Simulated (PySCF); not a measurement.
# C4H6F2Si: the cost of one run

Computed with PySCF 2.14.0 and routines of our own; the level stands in each step. Atoms count from 0.

### 1 The system as given

13 atoms, charge 0, multiplicity 1; geometry from: GFN2-xTB.

### 2 Optimising the geometry at PBE0-D3(BJ)/def2-SVP

Job settings and geometry (Å):

```
{"job": {"xc": "PBE0", "basis": "def2-SVP", "d3": "d3bj", "grid": 2, "kind": "geom"}, "charge": 0, "multiplicity": 1}
C      2.721350     0.362661     0.462812
C      1.675706    -0.221560    -0.108199
F      1.863098    -1.233522    -0.985449
C      0.271631     0.107067     0.102699
F      0.103633     1.126354     0.981296
C     -0.784211    -0.472314    -0.461566
Si    -2.570078     0.021848    -0.120366
H      3.723463     0.045584     0.239692
H      2.581292     1.166859     1.160003
H     -0.575940    -1.278458    -1.148724
H     -2.634287     1.443491     0.204729
H     -3.323564    -0.274299    -1.339913
H     -3.056482    -0.793224     0.995259
```

Started as:

```bash
$ OMP_NUM_THREADS=1 python excited_run.py task.json out
```

The driver reads the jobs from task.json and runs them one after another.

**Question.** How long does this first job take on 1 thread of Arm Neoverse V2, shared host, and how much memory does it need?

About 51 s, with a peak of 0.71 GiB.
